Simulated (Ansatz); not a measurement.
Geometry optimisation, Ansatz 0.2.0, DFT LDA, scalar-relativistic, plane waves, PAW.

Input file:

```yaml
crystal:
  lattice:
    - [-4.986, -4.986, 0.0]
    - [4.986, -4.986, 0.0]
    - [0.0, 0.0, 6.977]
  atoms:
    - { symbol: Si, position: [0.20118, 0.5, 0.0] }
    - { symbol: Si, position: [0.0, 0.20118, 0.25] }
    - { symbol: Si, position: [0.79882, 0.5, 0.5] }
    - { symbol: Si, position: [0.0, 0.79882, 0.75] }
    - { symbol: O, position: [0.328755, 0.569535, 0.17663] }
    - { symbol: O, position: [0.930465, 0.328755, 0.42663] }
    - { symbol: O, position: [0.671245, 0.430465, 0.67663] }
    - { symbol: O, position: [0.069535, 0.671245, 0.92663] }
    - { symbol: O, position: [0.930465, 0.671245, 0.57337] }
    - { symbol: O, position: [0.671245, 0.569535, 0.32337] }
    - { symbol: O, position: [0.069535, 0.328755, 0.07337] }
    - { symbol: O, position: [0.328755, 0.430465, 0.82337] }
    - { symbol: Si, position: [0.70118, 0.0, 0.0] }
    - { symbol: Si, position: [0.5, 0.70118, 0.25] }
    - { symbol: Si, position: [0.29882, 0.0, 0.5] }
    - { symbol: Si, position: [0.5, 0.29882, 0.75] }
    - { symbol: O, position: [0.828755, 0.069535, 0.17663] }
    - { symbol: O, position: [0.430465, 0.828755, 0.42663] }
    - { symbol: O, position: [0.171245, 0.930465, 0.67663] }
    - { symbol: O, position: [0.569535, 0.171245, 0.92663] }
    - { symbol: O, position: [0.430465, 0.171245, 0.57337] }
    - { symbol: O, position: [0.171245, 0.069535, 0.32337] }
    - { symbol: O, position: [0.569535, 0.828755, 0.07337] }
    - { symbol: O, position: [0.828755, 0.930465, 0.82337] }
    - { symbol: H, position: [0.2765574, -0.0075275, 0.0110072], spin: 1.0 }
magnetization:
  spin_polarized: true
basis:
  ecutwfc: 420.0
kpoints:
  mp_grid: { grid: [1, 1, 1] }
hamiltonian:
  xc: lda
  pseudopotentials: { kind: paw, azcp: { folder: soft_1 } }
scf:
  occupations: { method: fermi_dirac, width: 0.02 }
  lower_state_search: "off"
relax:
  f_tol: 0.08
  max_steps: 25
  adjacent_minimum: "off"
```

Command:

```bash
$ ansatz run input.yaml --threads 1 --pin off --max-ram 3072MiB --backend cpu --events-out ev --progress --plain --runs-dir out
```

Where does it end, and by what steps?

The forces met the threshold. The threshold is loose, so the end isn't yet a minimum. Limits of this set-up: coarse k mesh, PAW files made for another functional. After 2 steps the energy has fallen by 0.023 eV; H25 moved furthest, 0.21 Å.

```tsv
step	energy less start (eV)	largest force component (eV/Å)	accepted
0	0.0000	0.182	yes
1	-0.0133	0.116	yes
2	-0.0231	0.049	yes
```

```xyz
25
Lattice="-4.9860 -4.9860 0.0000 4.9860 -4.9860 0.0000 0.0000 0.0000 6.9770" Properties=species:S:1:pos:R:3
Si 1.483 -3.500 0.003
Si 1.000 -1.009 1.748
Si -1.493 -6.478 3.491
Si 3.975 -3.984 5.235
O 1.192 -4.483 1.240
O -3.006 -6.286 2.987
O -1.202 -5.499 4.731
O 2.994 -3.689 6.473
O -1.301 -7.990 3.995
O -0.514 -6.186 2.252
O 1.294 -1.989 0.509
O 0.500 -3.792 5.742
Si -3.508 -3.506 0.003
Si 0.997 -5.995 1.745
Si -1.498 -1.496 3.492
Si -1.011 -3.987 5.238
O -3.797 -4.483 1.244
O 1.978 -6.288 2.983
O 3.780 -5.496 4.725
O -1.995 -3.700 6.476
O -1.304 -3.006 3.999
O -0.511 -1.204 2.259
O 1.283 -6.979 0.506
O 0.501 -8.781 5.739
H -1.252 -1.226 0.008
```

Run time: 12 s on 1 thread of Arm Neoverse V1, on a shared host, peak memory 0.41 GiB.
